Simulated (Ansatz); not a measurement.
# Cl₂H₃NSi + HCl: a complex and its separated parts, part 2 of 3

Ansatz 0.2.0, Gaussian basis.

## Step 10: B3LYP-D4/def2-TZVPP

The inputs:

parta/in.yaml

```yaml
crystal:
  periodic: [false, false, false]
  atoms:
    - {symbol: Si, position_ang: [-0.832914, -0.675083, 0.233899]}
    - {symbol: N, position_ang: [0.753739, -0.102845, 0.364595]}
    - {symbol: Cl, position_ang: [-1.111969, -1.273171, -1.697261]}
    - {symbol: Cl, position_ang: [-1.279277, -2.285306, 1.431416]}
    - {symbol: H, position_ang: [-1.785116, 0.387339, 0.597293]}
    - {symbol: H, position_ang: [1.515393, -0.599775, -0.068939]}
    - {symbol: H, position_ang: [1.048305, 0.384720, 1.195893]}
basis:
  gaussian: {orbitals: def2-TZVPP}
hamiltonian: {xc: {name: B3LYP}, dispersion: d4}
```

partb/in.yaml

```yaml
crystal:
  periodic: [false, false, false]
  atoms:
    - {symbol: H, position_ang: [0.823541, 1.533351, -0.700706]}
    - {symbol: Cl, position_ang: [0.868298, 2.630672, -1.356089]}
basis:
  gaussian: {orbitals: def2-TZVPP}
hamiltonian: {xc: {name: B3LYP}, dispersion: d4}
```

Each run has its own folder and the same command.

The run is started by

```
ansatz run in.yaml --threads 8 --pin off --events-out ev --progress --plain --max-ram 19148MiB
```

parta printed, cut to the lines that bear on the results:

```text
Functional definition: B3LYP
  name "B3LYP"
  cite "Stephens, Devlin, Chabalowski & Frisch, J. Phys. Chem. 98, 11623 (1994) doi:10.1021/j100096a001"
  cite "Becke, Phys. Rev. A 38, 3098 (1988) doi:10.1103/PhysRevA.38.3098"
  cite "Lee, Yang & Parr, Phys. Rev. B 37, 785 (1988) doi:10.1103/PhysRevB.37.785"
  cite "Vosko, Wilk & Nusair, Can. J. Phys. 58, 1200 (1980) doi:10.1139/p80-159"
[...]
1249 factors; their error is unknown
[...]
mean field -34468.78883145 eV, -1266.7046257715 hartree, gradient 3.3e-5 eV, S^2 0.000000; 0 other end points of the search recorded, 0 dependent functions left out
reference -34468.78909399 eV, -1266.7046354197 hartree; 29, 29 occupied and 170, 170 virtual orbitals, 1249 factors
Total energy: -34469.10387915 eV, -1266.7162035612 hartree
```

Log of partb, cut to the lines that bear on the results:

```text
Functional definition: B3LYP
  name "B3LYP"
  cite "Stephens, Devlin, Chabalowski & Frisch, J. Phys. Chem. 98, 11623 (1994) doi:10.1021/j100096a001"
  cite "Becke, Phys. Rev. A 38, 3098 (1988) doi:10.1103/PhysRevA.38.3098"
  cite "Lee, Yang & Parr, Phys. Rev. B 37, 785 (1988) doi:10.1103/PhysRevB.37.785"
  cite "Vosko, Wilk & Nusair, Can. J. Phys. 58, 1200 (1980) doi:10.1139/p80-159"
[...]
372 factors; their error is unknown
[...]
mean field -12539.99363603 eV, -460.8362662113 hartree, gradient 4.5e-5 eV, S^2 0.000000; 0 other end points of the search recorded, 0 dependent functions left out
reference -12539.99378809 eV, -460.8362717993 hartree; 9, 9 occupied and 47, 47 virtual orbitals, 372 factors
Total energy: -12540.00297480 eV, -460.8366094045 hartree
```

Times: 1.2 s (parta), 0.15 s (partb) on 8 threads of Arm Neoverse V1, shared host.

## Step 11: r2SCAN0-D4/def2-TZVPP

Each input of step 10 (parta, partb) changes in the same lines:

```diff
-hamiltonian: {xc: {name: B3LYP}, dispersion: d4}
+hamiltonian: {xc: {name: r2SCAN0}, dispersion: d4}
```

Each run has its own folder and the same command.

The run is started by

```
ansatz run in.yaml --threads 8 --pin off --events-out ev --progress --plain --max-ram 19148MiB
```

parta printed, cut to the lines that bear on the results:

```text
Functional definition: r2SCAN0
  name "r2SCAN0"
  cite "Bursch, Neugebauer, Ehlert & Grimme, J. Chem. Phys. 156, 134105 (2022) doi:10.1063/5.0086040"
  cite "Furness, Kaplan, Ning, Perdew & Sun, J. Phys. Chem. Lett. 11, 8208 (2020) doi:10.1021/acs.jpclett.0c02405"
  cite "Furness, Kaplan, Ning, Perdew & Sun, J. Phys. Chem. Lett. 11, 9248 (2020) doi:10.1021/acs.jpclett.0c03077"
  parent r2scan
[...]
1273 factors; their error is unknown
[...]
mean field -34463.86091781 eV, -1266.5235282856 hartree, gradient 4.1e-5 eV, S^2 0.000000; 0 other end points of the search recorded, 0 dependent functions left out
reference -34463.86092576 eV, -1266.5235285778 hartree; 29, 29 occupied and 170, 170 virtual orbitals, 1273 factors
Total energy: -34463.91364620 eV, -1266.5254660182 hartree
```

Log of partb, cut to the lines that bear on the results:

```text
Functional definition: r2SCAN0
  name "r2SCAN0"
  cite "Bursch, Neugebauer, Ehlert & Grimme, J. Chem. Phys. 156, 134105 (2022) doi:10.1063/5.0086040"
  cite "Furness, Kaplan, Ning, Perdew & Sun, J. Phys. Chem. Lett. 11, 8208 (2020) doi:10.1021/acs.jpclett.0c02405"
  cite "Furness, Kaplan, Ning, Perdew & Sun, J. Phys. Chem. Lett. 11, 9248 (2020) doi:10.1021/acs.jpclett.0c03077"
  parent r2scan
[...]
384 factors; their error is unknown
[...]
mean field -12538.53745975 eV, -460.7827527200 hartree, gradient 4.5e-6 eV, S^2 0.000000; 0 other end points of the search recorded, 0 dependent functions left out
reference -12538.53746401 eV, -460.7827528763 hartree; 9, 9 occupied and 47, 47 virtual orbitals, 384 factors
Total energy: -12538.53891754 eV, -460.7828062928 hartree
```

Times: 2.3 s (parta), 0.45 s (partb) on 8 threads of Arm Neoverse V1, shared host.

## Step 12: BHLYP-D4/def2-TZVPP

The same edit goes into each in.yaml of step 11 (parta, partb):

```diff
-hamiltonian: {xc: {name: r2SCAN0}, dispersion: d4}
+hamiltonian: {xc: {name: BHLYP}, dispersion: d4}
```

One command serves all of them, each in its own folder.

The run is started by

```
ansatz run in.yaml --threads 8 --pin off --events-out ev --progress --plain --max-ram 19148MiB
```

Output in parta, cut to the lines that bear on the results:

```text
Functional definition: BHLYP
  name "BHLYP"
  cite "Becke, J. Chem. Phys. 98, 1372 (1993) doi:10.1063/1.464304"
  cite "Becke, Phys. Rev. A 38, 3098 (1988) doi:10.1103/PhysRevA.38.3098"
  cite "Lee, Yang & Parr, Phys. Rev. B 37, 785 (1988) doi:10.1103/PhysRevB.37.785"
[...]
1344 factors; their error is unknown
[...]
mean field -34466.61735259 eV, -1266.6248253954 hartree, gradient 4.3e-5 eV, S^2 0.000000; 0 other end points of the search recorded, 0 dependent functions left out
reference -34466.61753242 eV, -1266.6248320038 hartree; 29, 29 occupied and 170, 170 virtual orbitals, 1344 factors
Total energy: -34466.87491543 eV, -1266.6342906552 hartree
```

partb printed, cut to the lines that bear on the results:

```text
Functional definition: BHLYP
  name "BHLYP"
  cite "Becke, J. Chem. Phys. 98, 1372 (1993) doi:10.1063/1.464304"
  cite "Becke, Phys. Rev. A 38, 3098 (1988) doi:10.1103/PhysRevA.38.3098"
  cite "Lee, Yang & Parr, Phys. Rev. B 37, 785 (1988) doi:10.1103/PhysRevB.37.785"
[...]
403 factors; their error is unknown
[...]
mean field -12539.47113503 eV, -460.8170646535 hartree, gradient 2.7e-5 eV, S^2 0.000000; 0 other end points of the search recorded, 0 dependent functions left out
reference -12539.47123853 eV, -460.8170684570 hartree; 9, 9 occupied and 47, 47 virtual orbitals, 403 factors
Total energy: -12539.47728500 eV, -460.8172906607 hartree
```

They took 1.3 s (parta), 0.15 s (partb) on 8 threads of Arm Neoverse V1, shared host.

## Step 13: CAM-B3LYP-D4/def2-TZVPP

Each input of step 12 (parta, partb) changes in the same lines:

```diff
-hamiltonian: {xc: {name: BHLYP}, dispersion: d4}
+hamiltonian: {xc: {name: CAM-B3LYP}, dispersion: d4}
```

The same command starts each run, in its folder.

The run is started by

```
ansatz run in.yaml --threads 8 --pin off --events-out ev --progress --plain --max-ram 19148MiB
```

Log of parta, cut to the lines that bear on the results:

```text
Functional definition: CAM-B3LYP
  name "CAM-B3LYP"
  cite "Yanai, Tew & Handy, Chem. Phys. Lett. 393, 51 (2004) doi:10.1016/j.cplett.2004.06.011"
  cite "Iikura, Tsuneda, Yanai & Hirao, J. Chem. Phys. 115, 3540 (2001) doi:10.1063/1.1383587"
  cite "Becke, Phys. Rev. A 38, 3098 (1988) doi:10.1103/PhysRevA.38.3098"
  cite "Lee, Yang & Parr, Phys. Rev. B 37, 785 (1988) doi:10.1103/PhysRevB.37.785"
[...]
1249 factors; their error is unknown
255 factors; integrals over basis functions are off by at most 1.2e-5 eV
[...]
mean field -34467.72837822 eV, -1266.6656548342 hartree, gradient 8.1e-5 eV, S^2 0.000000; 0 other end points of the search recorded, 0 dependent functions left out
reference -34467.72850629 eV, -1266.6656595406 hartree; 29, 29 occupied and 170, 170 virtual orbitals, 1249 factors
Total energy: -34467.89556289 eV, -1266.6717987573 hartree
```

Log of partb, cut to the lines that bear on the results:

```text
Functional definition: CAM-B3LYP
  name "CAM-B3LYP"
  cite "Yanai, Tew & Handy, Chem. Phys. Lett. 393, 51 (2004) doi:10.1016/j.cplett.2004.06.011"
  cite "Iikura, Tsuneda, Yanai & Hirao, J. Chem. Phys. 115, 3540 (2001) doi:10.1063/1.1383587"
  cite "Becke, Phys. Rev. A 38, 3098 (1988) doi:10.1103/PhysRevA.38.3098"
  cite "Lee, Yang & Parr, Phys. Rev. B 37, 785 (1988) doi:10.1103/PhysRevB.37.785"
[...]
  # Exact exchange under (alpha + beta erf(omega r))/r, Becke's under what is left of 1/r.
[...]
372 factors; their error is unknown
66 factors; integrals over basis functions are off by at most 7.5e-5 eV
[...]
mean field -12539.88293649 eV, -460.8321980782 hartree, gradient 2.6e-5 eV, S^2 0.000000; 0 other end points of the search recorded, 0 dependent functions left out
reference -12539.88301077 eV, -460.8322008078 hartree; 9, 9 occupied and 47, 47 virtual orbitals, 372 factors
Total energy: -12539.88749245 eV, -460.8323655064 hartree
```

Times: 1.4 s (parta), 0.2 s (partb) on 8 threads of Arm Neoverse V1, shared host.

## Step 14: wB97X-V/def2-TZVPP

Each input of step 13 (parta, partb) changes in the same lines:

```diff
-hamiltonian: {xc: {name: CAM-B3LYP}, dispersion: d4}
+hamiltonian: {xc: {name: wB97X-V}}
```

Each run has its own folder and the same command.

The run is started by

```
ansatz run in.yaml --threads 8 --pin off --events-out ev --progress --plain --max-ram 19148MiB
```

Log of parta, cut to the lines that bear on the results:

```text
Functional definition: wB97X-V
  name "wB97X-V"
  cite "Mardirossian & Head-Gordon, Phys. Chem. Chem. Phys. 16, 9904 (2014) doi:10.1039/C3CP54374A"
  cite "Becke, J. Chem. Phys. 107, 8554 (1997) doi:10.1063/1.475007"
  cite "Vydrov & Van Voorhis, J. Chem. Phys. 133, 244103 (2010) doi:10.1063/1.3521275"
[...]
      + integral(e_c_pw_opposite_spin*poly(b97_u_opposite, cos0, cos1)) + vv10(b, c)
1243 factors; their error is unknown
226 factors; integrals over basis functions are off by at most 2.5e-5 eV
[...]
mean field -34462.01965929 eV, -1266.4558632830 hartree, gradient 3.0e-5 eV, S^2 0.000000; 0 other end points of the search recorded, 0 dependent functions left out
reference -34462.01965756 eV, -1266.4558632195 hartree; 29, 29 occupied and 170, 170 virtual orbitals, 1243 factors
Total energy: -34462.01965756 eV, -1266.4558632195 hartree
```

Log of partb, cut to the lines that bear on the results:

```text
Functional definition: wB97X-V
  name "wB97X-V"
  cite "Mardirossian & Head-Gordon, Phys. Chem. Chem. Phys. 16, 9904 (2014) doi:10.1039/C3CP54374A"
  cite "Becke, J. Chem. Phys. 107, 8554 (1997) doi:10.1063/1.475007"
  cite "Vydrov & Van Voorhis, J. Chem. Phys. 133, 244103 (2010) doi:10.1063/1.3521275"
[...]
      + integral(e_c_pw_opposite_spin*poly(b97_u_opposite, cos0, cos1)) + vv10(b, c)
369 factors; their error is unknown
61 factors; integrals over basis functions are off by at most 9.0e-5 eV
[...]
mean field -12537.61272225 eV, -460.7487692435 hartree, gradient 5.6e-5 eV, S^2 0.000000; 0 other end points of the search recorded, 0 dependent functions left out
reference -12537.61272130 eV, -460.7487692086 hartree; 9, 9 occupied and 47, 47 virtual orbitals, 369 factors
Total energy: -12537.61272130 eV, -460.7487692086 hartree
```

Times: 3 s (parta), 0.3 s (partb) on 8 threads of Arm Neoverse V1, shared host.

## Step 15: wB97M-V/def2-TZVPP

The same edit goes into each in.yaml of step 14 (parta, partb):

```diff
-hamiltonian: {xc: {name: wB97X-V}}
+hamiltonian: {xc: {name: wB97M-V}}
```

The same command starts each run, in its folder.

The run is started by

```
ansatz run in.yaml --threads 8 --pin off --events-out ev --progress --plain --max-ram 19148MiB
```

Output in parta, cut to the lines that bear on the results:

```text
Functional definition: wB97M-V
  name "wB97M-V"
  cite "Mardirossian & Head-Gordon, J. Chem. Phys. 144, 214110 (2016) doi:10.1063/1.4952647"
  cite "Becke, J. Chem. Phys. 107, 8554 (1997) doi:10.1063/1.475007"
  cite "Vydrov & Van Voorhis, J. Chem. Phys. 133, 244103 (2010) doi:10.1063/1.3521275"
  # Of w^i u^j: cxij and so on, Table III.
[...]
  gx(w, u) = 1 - cx + cx01*u + cx10*w
[...]
      + integral(e_c_pw_mod_opposite_spin*gos(b97_w_opposite, b97_u_opposite)) + vv10(b, c)
1243 factors; their error is unknown
226 factors; integrals over basis functions are off by at most 2.5e-5 eV
[...]
mean field -34465.13810472 eV, -1266.5704640386 hartree, gradient 2.9e-5 eV, S^2 0.000000; 0 other end points of the search recorded, 0 dependent functions left out
reference -34465.13814673 eV, -1266.5704655825 hartree; 29, 29 occupied and 170, 170 virtual orbitals, 1243 factors
Total energy: -34465.13814673 eV, -1266.5704655825 hartree
```

Output in partb, cut to the lines that bear on the results:

```text
Functional definition: wB97M-V
  name "wB97M-V"
  cite "Mardirossian & Head-Gordon, J. Chem. Phys. 144, 214110 (2016) doi:10.1063/1.4952647"
  cite "Becke, J. Chem. Phys. 107, 8554 (1997) doi:10.1063/1.475007"
  cite "Vydrov & Van Voorhis, J. Chem. Phys. 133, 244103 (2010) doi:10.1063/1.3521275"
  # Of w^i u^j: cxij and so on, Table III.
[...]
  gx(w, u) = 1 - cx + cx01*u + cx10*w
[...]
      + integral(e_c_pw_mod_opposite_spin*gos(b97_w_opposite, b97_u_opposite)) + vv10(b, c)
369 factors; their error is unknown
61 factors; integrals over basis functions are off by at most 9.0e-5 eV
[...]
mean field -12538.73838584 eV, -460.7901366174 hartree, gradient 5.6e-5 eV, S^2 0.000000; 0 other end points of the search recorded, 0 dependent functions left out
reference -12538.73840888 eV, -460.7901374643 hartree; 9, 9 occupied and 47, 47 virtual orbitals, 369 factors
Total energy: -12538.73840888 eV, -460.7901374643 hartree
```

Wall times: 3.6 s (parta), 0.35 s (partb) on 8 threads of Arm Neoverse V1, shared host.

## Step 16: B2PLYP/def2-TZVPP

Each input of step 15 (parta, partb) changes in the same lines:

```diff
-hamiltonian: {xc: {name: wB97M-V}}
+hamiltonian: {xc: {name: B2PLYP}}
```

Each run has its own folder and the same command.

The run is started by

```
ansatz run in.yaml --threads 8 --pin off --events-out ev --progress --plain --max-ram 19148MiB
```

Log of parta, cut to the lines that bear on the results:

```text
Functional definition: B2PLYP
  name "B2PLYP"
  cite "Grimme, J. Chem. Phys. 124, 034108 (2006) doi:10.1063/1.2148954"
  cite "Becke, Phys. Rev. A 38, 3098 (1988) doi:10.1103/PhysRevA.38.3098"
  cite "Lee, Yang & Parr, Phys. Rev. B 37, 785 (1988) doi:10.1103/PhysRevB.37.785"
[...]
1166 factors; integrals over basis functions are off by at most 8.8e-4 eV
[...]
mean field -34449.62504163 eV, -1266.0003694853 hartree, gradient 4.3e-6 eV, S^2 0.000000; 0 other end points of the search recorded, 0 dependent functions left out
16 core orbitals not correlated: weight in the atoms' cores, before any rotation towards them, 1.000 or more for the frozen orbitals, at most 0.000 for the correlated occupied ones
reference -34449.62520965 eV, -1266.0003756601 hartree; 13, 13 occupied and 170, 170 virtual orbitals, 1166 factors
second order -23.44580290 eV of doubles, -0.00000000 eV of singles
Total energy: -34455.95557644 eV, -1266.2330123485 hartree
```

Log of partb, cut to the lines that bear on the results:

```text
Functional definition: B2PLYP
  name "B2PLYP"
  cite "Grimme, J. Chem. Phys. 124, 034108 (2006) doi:10.1063/1.2148954"
  cite "Becke, Phys. Rev. A 38, 3098 (1988) doi:10.1103/PhysRevA.38.3098"
  cite "Lee, Yang & Parr, Phys. Rev. B 37, 785 (1988) doi:10.1103/PhysRevB.37.785"
[...]
322 factors; integrals over basis functions are off by at most 1.4e-3 eV
[...]
mean field -12534.13734128 eV, -460.6210513488 hartree, gradient 9.7e-6 eV, S^2 0.000000; 0 other end points of the search recorded, 0 dependent functions left out
5 core orbitals not correlated: weight in the atoms' cores, before any rotation towards them, 1.000 or more for the frozen orbitals, at most 0.000 for the correlated occupied ones
reference -12534.13743804 eV, -460.6210549046 hartree; 4, 4 occupied and 47, 47 virtual orbitals, 322 factors
second order -6.68495958 eV of doubles, -0.00000000 eV of singles
Total energy: -12535.94237713 eV, -460.6873851926 hartree
```

They took 2 s (parta), 0.2 s (partb) on 8 threads of Arm Neoverse V1, shared host.

## Step 17: PBE-QIDH/def2-TZVPP

The same edit goes into each in.yaml of step 16 (parta, partb):

```diff
-hamiltonian: {xc: {name: B2PLYP}}
+hamiltonian: {xc: {name: PBE-QIDH}}
```

Each run has its own folder and the same command.

The run is started by

```
ansatz run in.yaml --threads 8 --pin off --events-out ev --progress --plain --max-ram 19148MiB
```

Output in parta, cut to the lines that bear on the results:

```text
Functional definition: PBE-QIDH
  name "PBE-QIDH"
  cite "Brémond, Sancho-García, Pérez-Jiménez & Adamo, J. Chem. Phys. 141, 031101 (2014) doi:10.1063/1.4890314"
  cite "Perdew, Burke & Ernzerhof, Phys. Rev. Lett. 77, 3865 (1996) doi:10.1103/PhysRevLett.77.3865"
[...]
1166 factors; integrals over basis functions are off by at most 8.8e-4 eV
[...]
mean field -34439.96856019 eV, -1265.6455003377 hartree, gradient 7.3e-6 eV, S^2 0.000000; 0 other end points of the search recorded, 0 dependent functions left out
16 core orbitals not correlated: weight in the atoms' cores, before any rotation towards them, 1.000 or more for the frozen orbitals, at most 0.000 for the correlated occupied ones
reference -34439.96857195 eV, -1265.6455007700 hartree; 13, 13 occupied and 170, 170 virtual orbitals, 1166 factors
second order -21.78345387 eV of doubles, -0.00000000 eV of singles
Total energy: -34447.22972324 eV, -1265.9123431580 hartree
```

Log of partb, cut to the lines that bear on the results:

```text
Functional definition: PBE-QIDH
  name "PBE-QIDH"
  cite "Brémond, Sancho-García, Pérez-Jiménez & Adamo, J. Chem. Phys. 141, 031101 (2014) doi:10.1063/1.4890314"
  cite "Perdew, Burke & Ernzerhof, Phys. Rev. Lett. 77, 3865 (1996) doi:10.1103/PhysRevLett.77.3865"
[...]
322 factors; integrals over basis functions are off by at most 1.4e-3 eV
[...]
mean field -12531.03292911 eV, -460.5069663056 hartree, gradient 2.3e-6 eV, S^2 0.000000; 0 other end points of the search recorded, 0 dependent functions left out
5 core orbitals not correlated: weight in the atoms' cores, before any rotation towards them, 1.000 or more for the frozen orbitals, at most 0.000 for the correlated occupied ones
reference -12531.03293548 eV, -460.5069665397 hartree; 4, 4 occupied and 47, 47 virtual orbitals, 322 factors
second order -6.22517889 eV of doubles, -0.00000000 eV of singles
Total energy: -12533.10799511 eV, -460.5832235746 hartree
```

Times: 2.1 s (parta), 0.2 s (partb) on 8 threads of Arm Neoverse V1, shared host.

(Part 2 of 3 ends here.)
